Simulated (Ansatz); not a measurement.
Geometry optimisation, Ansatz 0.2.0, DFT PBE-D3(BJ), scalar-relativistic, plane waves, PAW.

Input file:

```yaml
crystal:
  lattice:
    - [0.0, 5.43, 5.43]
    - [5.43, 0.0, 5.43]
    - [5.43, 5.43, 0.0]
  atoms:
    - { symbol: Si, position: [0.0, 0.0, 0.0] }
    - { symbol: Si, position: [0.125, 0.125, 0.125] }
    - { symbol: Si, position: [0.0, 0.0, 0.5] }
    - { symbol: Si, position: [0.125, 0.125, 0.625] }
    - { symbol: Si, position: [0.0, 0.5, 0.0] }
    - { symbol: Si, position: [0.125, 0.625, 0.125] }
    - { symbol: Si, position: [0.0, 0.5, 0.5] }
    - { symbol: Si, position: [0.125, 0.625, 0.625] }
    - { symbol: Si, position: [0.5, 0.0, 0.0] }
    - { symbol: Si, position: [0.625, 0.125, 0.125] }
    - { symbol: Si, position: [0.5, 0.0, 0.5] }
    - { symbol: Si, position: [0.625, 0.125, 0.625] }
    - { symbol: Si, position: [0.5, 0.5, 0.0] }
    - { symbol: Si, position: [0.625, 0.625, 0.125] }
    - { symbol: Si, position: [0.5, 0.5, 0.5] }
    - { symbol: Si, position: [0.625, 0.625, 0.625] }
    - { symbol: Li, position: [0.31302642, 1.06918114, 0.81125672] }
total_charge: 1
basis:
  ecutwfc: 420.0
kpoints:
  mp_grid: { grid: [2, 2, 2] }
hamiltonian:
  xc: pbe
  dispersion: d3bj
  pseudopotentials: { kind: paw, azcp: { folder: soft_1 } }
scf:
  occupations: { method: gaussian, width: 0.05 }
  lower_state_search: "off"
relax:
  f_tol: 0.03
  max_steps: 60
  adjacent_minimum: "off"
```

Launched with:

```bash
$ ansatz run input.yaml --threads 1 --pin off --max-ram 3072MiB --backend cpu --events-out ev --progress --plain --runs-dir out
```

**Question.** Where does it end, and by what steps?

**Answer.** It converged. The force dipped under the threshold on the way, but the program's further checks kept it going. Limits of this set-up: coarse k mesh, charged cell in a uniform background, uncorrected. After 8 steps the energy has fallen by 0.975 eV; Li17 moved furthest, 1.05 Å. Joined: Si5–Li17 (3.49 → 2.74 Å), Si7–Li17 (3.51 → 2.74 Å), Si8–Li17 (3.49 → 2.40 Å), Si15–Li17 (3.48 → 2.74 Å).

```
step  energy less start (eV)  largest force component (eV/Å)  accepted
   0                  0.0000                           1.403       yes
   1                 -0.3340                           0.452       yes
   2                 -0.4043                           0.144       yes
   3                 -0.4890                           0.334       yes
   4                 -0.6272                           0.390       yes
   5                 -0.7827                           0.335       yes
   6                 -0.9188                           0.191       yes
   7                 -0.9748                           0.011       yes
   8                 -0.9748                           0.010       yes
```

```xyz
17
Lattice="0.0000 5.4300 5.4300 5.4300 0.0000 5.4300 5.4300 5.4300 0.0000" Properties=species:S:1:pos:R:3
Si -0.035 0.037 -0.059
Si 1.346 1.424 1.293
Si 2.672 2.760 -0.043
Si 4.008 4.086 1.293
Si 2.698 0.042 2.675
Si 4.028 1.403 4.044
Si 5.390 2.733 2.676
Si 6.769 4.093 4.055
Si -0.035 2.776 2.680
Si 1.333 4.098 4.049
Si 2.656 5.467 2.680
Si 4.008 6.854 4.061
Si 2.682 2.750 5.398
Si 4.029 4.103 6.744
Si 5.390 5.472 5.414
Si 6.759 6.833 6.744
Li 10.815 5.477 8.100
```

Whether the end is a true minimum wasn't checked by a vibrational analysis.

The run took 41 s on 1 thread of Arm Neoverse V2 (shared host), peak memory 0.51 GiB.
